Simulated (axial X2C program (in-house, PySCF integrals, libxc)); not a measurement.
# BrAsBr⁺: bond lengths and stretches, held linear

The task here is to estimate one member of a computed series from the others.

Method: all-electron X2C, two-component (2c) or spin-free, Br dyall-av3z, As dyall-v3z; program: an in-house X2C program for linear molecules on PySCF integrals.

All values are calculated.

2 further runs of the same task are left out: 2 set aside as unsound or not needed.

Set-up of the first run:

File task.json:

```json
{
 "zs": [
  35,
  33,
  35
 ],
 "q": 1,
 "bas": [
  "dyall-av3z",
  "dyall-v3z",
  "dyall-av3z"
 ],
 "r0": [
  2.35,
  2.35
 ],
 "symm": 1,
 "scan": [
  "PBE0",
  "HF",
  "r2SCAN"
 ],
 "levels": [
  "PBE0",
  "HF",
  "PBE"
 ],
 "nst": 2
}
```

Keys: zs atomic numbers; q charge; bas basis sets; r0 starting distance in Å; symm equal bonds; scan levels of the two-bond scan (MP2 follows by itself at each HF point); levels methods; nst determinants followed.

Run with:

```bash
$ python solin.py task.json out
```

Masses Br 78.918, As 74.922, Br 78.918 u.

Among the steps run: Scan at PBE0, 2c; Scan at HF, 2c; Scan at r2SCAN, 2c.

One of the session's tables, all rows but one given; the rest of the session is left out.

| level | r(Br–As) (Å) | r(As–Br) (Å) | lower stretch (cm⁻¹) | upper stretch (cm⁻¹) |
| --- | --- | --- | --- | --- |
| PBE0, 2c | 2.327 | 2.327 | 231.5 | 314.8 |
| HF, 2c | 2.315 | 2.315 | 245.1 | 309.6 |
| r2SCAN, 2c | 2.345 | 2.345 | 223.9 | 298.2 |
| MP2, 2c | ? | ? | ? | ? |
| PBE0, spin-free | 2.325 | 2.325 | 232.1 | 315.9 |
| HF, spin-free | 2.313 | 2.313 | 245.8 | 310.6 |
| r2SCAN, spin-free | 2.343 | 2.343 | 224.4 | 299.2 |
| MP2, spin-free | 2.336 | 2.336 | 228.2 | 320.1 |

Estimate the missing values for MP2, 2c.

The run gave: r(Br–As) (Å): 2.338; r(As–Br) (Å): 2.338; lower stretch (cm⁻¹): 227.9; upper stretch (cm⁻¹): 319.2. In the column «r(Br–As) (Å)» it lies between MP2, spin-free (2.336) and r2SCAN, spin-free (2.343).

Scans not shown above were run alike.

MP2 freezes inner shells (threshold -2 hartree). The molecule was held linear; bending was not examined, so a bent shape may lie lower.
